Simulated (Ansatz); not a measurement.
# C₂H₆OSi: small, medium and large basis sets

An exercise on one series of results from a longer session: the logs are not shown, and one member is left open.

The runs use Ansatz 0.2.0, Gaussian basis; one geometry, several basis sets.

Plan: PBE0-D4/def2-SVP; ωB97M-V/def2-SVP; PBE0-D4/def2-QZVPP; ωB97M-V/def2-QZVPP; the functionals' def2-TZVPP values are taken from earlier runs.

## Structure used throughout

An earlier PBE0-D4 in a triple-zeta def2 set relaxation fixed the geometry.

SMILES `C1C[SiH2]O1`, 10 atoms, charge 0, spin multiplicity 1.

Atoms are counted from 1 here; the program's logs count them from 0.

Bond lengths: C1–C2 1.547 Å, C1–O4 1.448 Å, C1–H5 1.093 Å, C1–H6 1.093 Å, C2–Si3 1.873 Å, C2–H7 1.089 Å, C2–H8 1.089 Å, Si3–O4 1.667 Å, Si3–H9 1.488 Å, Si3–H10 1.488 Å. Angles: C2–C1–O4 102.2°, C2–C1–H5 113.4°, C2–C1–H6 113.3°, O4–C1–H5 109.5°, O4–C1–H6 109.5°, H5–C1–H6 108.8°, C1–C2–Si3 82.5°, C1–C2–H7 114.2°, C1–C2–H8 114.3°, Si3–C2–H7 117.1°, Si3–C2–H8 117.3°, H7–C2–H8 109.4°, C2–Si3–O4 82.2°, C2–Si3–H9 118.3°, C2–Si3–H10 118.4°, O4–Si3–H9 114.1°, O4–Si3–H10 114.1°, H9–Si3–H10 107.9° and more.

The first run:

The input, in.yaml:

```yaml
crystal:
  periodic: [false, false, false]
  atoms:
    - {symbol: C, position_ang: [-0.816361, 0.556046, -0.533568]}
    - {symbol: C, position_ang: [-0.349833, -0.851929, -0.093806]}
    - {symbol: Si, position_ang: [1.099258, 0.112625, 0.597341]}
    - {symbol: O, position_ang: [0.255773, 1.398911, -0.046000]}
    - {symbol: H, position_ang: [-0.901363, 0.665270, -1.617775]}
    - {symbol: H, position_ang: [-1.759028, 0.862702, -0.072993]}
    - {symbol: H, position_ang: [-0.144689, -1.532032, -0.919143]}
    - {symbol: H, position_ang: [-1.011119, -1.339477, 0.620825]}
    - {symbol: H, position_ang: [1.267290, 0.173667, 2.074962]}
    - {symbol: H, position_ang: [2.443173, -0.096981, -0.006842]}
basis:
  gaussian: {orbitals: def2-SVP}
hamiltonian: {xc: pbe0, dispersion: d4}
output: {orbitals: {seedname: orbitals}}
```

Command:

```console
$ ansatz run in.yaml --threads 2 --pin off --events-out ev --progress --plain --max-ram 4352MiB
```

Steps of the session up to this table: PBE0-D4 in def2-SVP; ωB97M-V in def2-SVP; PBE0-D4 in def2-QZVPP; ωB97M-V in def2-QZVPP.

One of the session's tables, all rows but one given; the rest of the session is left out.

It belongs to the step «Density functionals: the series». 

```
functional       basis  HOMO (eV)  LUMO (eV)
   PBE0-D4    def2-SVP      -7.75       0.35
   PBE0-D4  def2-TZVPP      -7.86      -0.10
   PBE0-D4  def2-QZVPP      -7.89      -0.23
   ωB97M-V    def2-SVP     -10.08       2.28
   ωB97M-V  def2-TZVPP          ?          ?
   ωB97M-V  def2-QZVPP     -10.25       1.22
```

**Question.** Estimate the row for ωB97M-V, def2-TZVPP.

As computed: HOMO (eV): -10.22; LUMO (eV): 1.56. In the column «HOMO (eV)» it lies between ωB97M-V, def2-QZVPP (-10.25) and ωB97M-V, def2-SVP (-10.08).
